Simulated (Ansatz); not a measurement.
# Ge₂H₆O: small, medium and large basis sets

One table from this session's results is given with a row withheld; the runs are named, their logs left out.

Program: Ansatz 0.2.0, Gaussian basis. Level of theory: one geometry, several basis sets. These are calculated values, not measurements.

Plan: PBE0-D4/def2-SVP; ωB97M-V/def2-SVP; PBE0-D4/def2-QZVPP; ωB97M-V/def2-QZVPP; the functionals' def2-TZVPP values are taken from earlier runs.

### The relaxed structure

The geometry comes from an earlier relaxation with PBE0-D4 in a triple-zeta def2 set; it is a stationary point, not always the lowest conformer.

SMILES `[GeH3][O][GeH3]`, 9 atoms, charge 0, spin multiplicity 1.

Atoms are counted from 1 here; the program's logs count them from 0.

Bond lengths: Ge1–O2 1.773 Å, Ge1–H4 1.541 Å, Ge1–H5 1.533 Å, Ge1–H6 1.541 Å, O2–Ge3 1.773 Å, Ge3–H7 1.533 Å, Ge3–H8 1.541 Å, Ge3–H9 1.541 Å. Angles: O2–Ge1–H4 109.2°, O2–Ge1–H5 105.7°, O2–Ge1–H6 109.2°, H4–Ge1–H5 111.3°, H4–Ge1–H6 110.0°, H5–Ge1–H6 111.3°, Ge1–O2–Ge3 127.5°, O2–Ge3–H7 105.7°, O2–Ge3–H8 109.2°, O2–Ge3–H9 109.2°, H7–Ge3–H8 111.3°, H7–Ge3–H9 111.3°, H8–Ge3–H9 109.9°.

Set-up of the first run:

File in.yaml:

```yaml
crystal:
  periodic: [false, false, false]
  atoms:
    - {symbol: Ge, position_ang: [-0.704869, 1.073555, -0.927534]}
    - {symbol: O, position_ang: [0.733799, 0.211545, -0.351605]}
    - {symbol: Ge, position_ang: [0.808079, -1.058846, 0.883354]}
    - {symbol: H, position_ang: [-1.697581, 0.059650, -1.529318]}
    - {symbol: H, position_ang: [-0.201551, 2.057739, -1.990099]}
    - {symbol: H, position_ang: [-1.360810, 1.813625, 0.254694]}
    - {symbol: H, position_ang: [2.286848, -1.450363, 0.987979]}
    - {symbol: H, position_ang: [-0.056810, -2.253552, 0.435836]}
    - {symbol: H, position_ang: [0.281296, -0.499756, 2.219593]}
basis:
  gaussian: {orbitals: def2-SVP}
hamiltonian: {xc: pbe0, dispersion: d4}
output: {orbitals: {seedname: orbitals}}
```

Run with:

```
> ansatz run in.yaml --threads 4 --pin off --events-out ev --progress --plain --max-ram 10444MiB
```

Steps of the session up to this table: PBE0-D4 in def2-SVP; ωB97M-V in def2-SVP; PBE0-D4 in def2-QZVPP; ωB97M-V in def2-QZVPP.

One table of the session follows, with a row left open; its other results are not shown here.

It belongs to the step «Functionals by basis». 

```
functional       basis  HOMO (eV)  LUMO (eV)
   PBE0-D4    def2-SVP      -8.11       0.01
   PBE0-D4  def2-TZVPP      -8.20      -0.24
   PBE0-D4  def2-QZVPP      -8.21      -0.43
   ωB97M-V    def2-SVP     -10.38       1.92
   ωB97M-V  def2-TZVPP          ?          ?
   ωB97M-V  def2-QZVPP     -10.52       1.19
```

Estimate the missing values for ωB97M-V, def2-TZVPP.

The run gave: HOMO (eV): -10.51; LUMO (eV): 1.57. In the column «HOMO (eV)» it lies between ωB97M-V, def2-QZVPP (-10.52) and ωB97M-V, def2-SVP (-10.38).
